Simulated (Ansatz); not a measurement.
# CdClH₃OSi: basis-set convergence

How large a basis does CdClH₃OSi need? Two functionals are run in growing sets.

Program: Ansatz 0.2.0, Gaussian basis. Level of theory: one geometry, several basis sets. These are calculated values, not measurements.

Plan: PBE0-D4/def2-SVP; ωB97M-V/def2-SVP; PBE0-D4/def2-QZVPP; ωB97M-V/def2-QZVPP; the functionals' def2-TZVPP values are taken from earlier runs.

**1. Structure used throughout**

An earlier PBE0-D4 in a triple-zeta def2 set relaxation fixed the geometry. Cd takes the def2 core potential; no spin-orbit term is included.

SMILES `[SiH3][O][Cd][Cl]`, 7 atoms, charge 0, spin multiplicity 1.

Atoms are counted from 1 here; the program's logs count them from 0.

Bond lengths: Si1–O2 1.627 Å, Si1–H5 1.493 Å, Si1–H6 1.487 Å, Si1–H7 1.493 Å, O2–Cd3 1.953 Å, Cd3–Cl4 2.255 Å. Angles: O2–Si1–H5 111.8°, O2–Si1–H6 108.9°, O2–Si1–H7 111.8°, H5–Si1–H6 108.5°, H5–Si1–H7 107.0°, H6–Si1–H7 108.6°, Si1–O2–Cd3 135.3°, O2–Cd3–Cl4 177.1°.

**2. PBE0-D4 in def2-SVP**

Contents of in.yaml:

```yaml
crystal:
  periodic: [false, false, false]
  atoms:
    - {symbol: Si, position_ang: [0.270282, 1.216373, 0.192513]}
    - {symbol: O, position_ang: [-0.400919, -0.188918, 0.662737]}
    - {symbol: Cd, position_ang: [-0.550344, -1.980268, -0.099756]}
    - {symbol: Cl, position_ang: [-0.779935, -4.080734, -0.888498]}
    - {symbol: H, position_ang: [-0.307200, 1.703489, -1.095595]}
    - {symbol: H, position_ang: [0.024218, 2.243177, 1.239550]}
    - {symbol: H, position_ang: [1.743889, 1.086881, -0.010941]}
basis:
  gaussian: {orbitals: def2-SVP}
hamiltonian: {xc: pbe0, dispersion: d4}
output: {orbitals: {seedname: orbitals}}
```

Command:

```console
$ ansatz run in.yaml --threads 4 --pin off --events-out ev --progress --plain --max-ram 10444MiB
```

Further steps of the session: ωB97M-V in def2-SVP; PBE0-D4 in def2-QZVPP; ωB97M-V in def2-QZVPP.

Before running them: what should the planned runs give, taken together? Wanted: PBE0-D4: double and triple zeta above quadruple; ωB97M-V: double and triple zeta above quadruple.

As calculated:

| quantity | value |
| --- | --- |
| PBE0-D4: double and triple zeta above quadruple | 11.84, 0.91 eV |
| ωB97M-V: double and triple zeta above quadruple | 11.88, 0.86 eV |

PBE0-D4 gains 10.93 eV from double to triple zeta, then 0.91 eV more. Total energies overstate the basis error of differences, where much of it tends to cancel.
